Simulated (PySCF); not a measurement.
# [PrF3(NH3)]+: other functionals and bases at one geometry

How far do other levels of theory move the description of [PrF3(NH3)]+, and what does each cost? The species was built from a template and needn't be a known compound.

Method: several levels, as the steps say, no spin–orbit coupling; program: PySCF 2.14.0.

1 further run of the same task is left out (for a known fault of the program).

## (1) Starting geometry

8 atoms, charge 1, spin multiplicity 1.

Bond lengths: Pr1–F2 1.989 Å, Pr1–F3 1.989 Å, Pr1–F4 1.989 Å, Pr1–N5 2.490 Å, N5–H6 1.028 Å, N5–H7 1.028 Å, N5–H8 1.028 Å. Angles: F2–Pr1–F3 113.8°, F2–Pr1–F4 113.8°, F2–Pr1–N5 104.7°, F3–Pr1–F4 113.8°, F3–Pr1–N5 104.7°, F4–Pr1–N5 104.7°, Pr1–N5–H6 113.7°, Pr1–N5–H7 113.7°, Pr1–N5–H8 113.7°, H6–N5–H7 104.9°, H6–N5–H8 104.9°, H7–N5–H8 104.9°.

Coordinates:

```
Pr    0.0626   -0.0626    0.0626
F     1.1400    1.2154    1.1400
F    -1.2154   -1.1400    1.1400
F     1.1400   -1.1400   -1.2154
N    -1.3753    1.3753   -1.3753
H    -1.9983    1.9983   -0.8448
H    -0.8448    1.9983   -1.9983
H    -1.9983    0.8448   -1.9983
```

Formal oxidation states: Pr +4. Each metal's 1 4f electrons lie in its core potential, so multiplicities, spins and levels count the valence alone. An earlier session relaxed this geometry at PBE0, Pr lcecp-2-SVP with ECP47, F def2-SVP, N def2-SVP, H def2-SVP (singlet, point group C3v).

At PBE0 on the finer grid: E = -394.745237 Eh, frontier levels not given, since the 4f levels lie in the core, Mulliken charge on Pr1 +1.72 e, largest force component 0.007 eV/Å. 

Levels to run: TPSSh; wB97X; PBE0, TZVP. Hardware: 2 threads of AMD EPYC 9B45 (Zen 5), shared host.

## (2) TPSSh

run.py (the lines that set the calculation)

```python
mol = gto.M(atom='''
Pr     0.06263    -0.06263     0.06263
F      1.13997     1.21543     1.13997
F     -1.21543    -1.13997     1.13997
F      1.13997    -1.13997    -1.21543
N     -1.37525     1.37525    -1.37525
H     -1.99825     1.99825    -0.84481
H     -0.84481     1.99825    -1.99825
H     -1.99825     0.84481    -1.99825''',
    basis={'Pr': 'lcecp-2-SVP', 'F': 'def2-SVP', 'N': 'def2-SVP', 'H': 'def2-SVP'},
    ecp={'Pr': 'lcecp-2-SVP'},
    charge=1, spin=0)
mf = dft.RKS(mol, xc='TPSSH')
mf.grids.atom_grid = (75, 302)  # f atoms: unpruned, at least (60, 302)
mf = mf.density_fit()  # fitting sets: Pr AutoAux, F def2-universal-JKFIT, N def2-universal-JKFIT, H def2-universal-JKFIT
mf.conv_tol = 1e-08; mf.max_cycle = 55
mf.kernel(dm0)  # dm0: the density of the relaxed state
```

On the command line:

```console
$ OMP_NUM_THREADS=2 python run.py
```

## (3) wB97X

run.py (the lines that set the calculation), as its differences from that of step 2:

```diff
@@ -12,3 +12,3 @@
     charge=1, spin=0)
-mf = dft.RKS(mol, xc='TPSSH')
+mf = dft.RKS(mol, xc='WB97X')
 mf.grids.atom_grid = (75, 302)  # f atoms: unpruned, at least (60, 302)
```

## (4) PBE0, TZVP

Basis: Pr lcecp-2-TZVP with ECP47, F def2-TZVP, N def2-TZVP, H def2-TZVP. 

run.py (the lines that set the calculation), as its differences from that of step 3:

```diff
@@ -9,6 +9,6 @@
 H     -1.99825     0.84481    -1.99825''',
-    basis={'Pr': 'lcecp-2-SVP', 'F': 'def2-SVP', 'N': 'def2-SVP', 'H': 'def2-SVP'},
-    ecp={'Pr': 'lcecp-2-SVP'},
+    basis={'Pr': 'lcecp-2-TZVP', 'F': 'def2-TZVP', 'N': 'def2-TZVP', 'H': 'def2-TZVP'},
+    ecp={'Pr': 'lcecp-2-TZVP'},
     charge=1, spin=0)
-mf = dft.RKS(mol, xc='WB97X')
+mf = dft.RKS(mol, xc='PBE0')
 mf.grids.atom_grid = (75, 302)  # f atoms: unpruned, at least (60, 302)
@@ -16,2 +16,2 @@
 mf.conv_tol = 1e-08; mf.max_cycle = 55
-mf.kernel(dm0)  # dm0: the density of the relaxed state
+mf.kernel(dm0)  # dm0: free metal ions and neutral atoms
```

Before running it: what results should come out? Wanted: for each run, charge on Pr1; dipole; largest force.

**Answer**, as computed:

| level | state | charge on Pr1 (e) | dipole (D) | largest force (eV/Å) | basis functions | time |
| --- | --- | --- | --- | --- | --- | --- |
| PBE0 (relaxed here) | singlet | 1.72 | 7.79 | 0.01 | 101 | 8.4 s |
| TPSSh | singlet | 1.67 | 7.66 | 0.20 | 101 | 5.1 s |
| wB97X | singlet | 1.75 | 7.76 | 0.08 | 101 | 4.6 s |
| PBE0, TZVP | singlet | 1.98 | 7.81 | 0.26 | 189 | 9.1 s |

Times are on 2 threads of AMD EPYC 9B45 (Zen 5), shared host; the first row also made further properties. The dipole of a charged species depends on the origin, so these sizes hold for this origin alone.

The largest leftover force, 0.26 eV/Å with PBE0, TZVP, stands at a geometry relaxed at another level. The Mulliken charge on Pr spans +1.67 to +1.98 e over the levels. With 4f in the core, its levels are missing from HOMO and gap. Total energies of different levels can't be compared. Spin–orbit coupling is left out throughout.
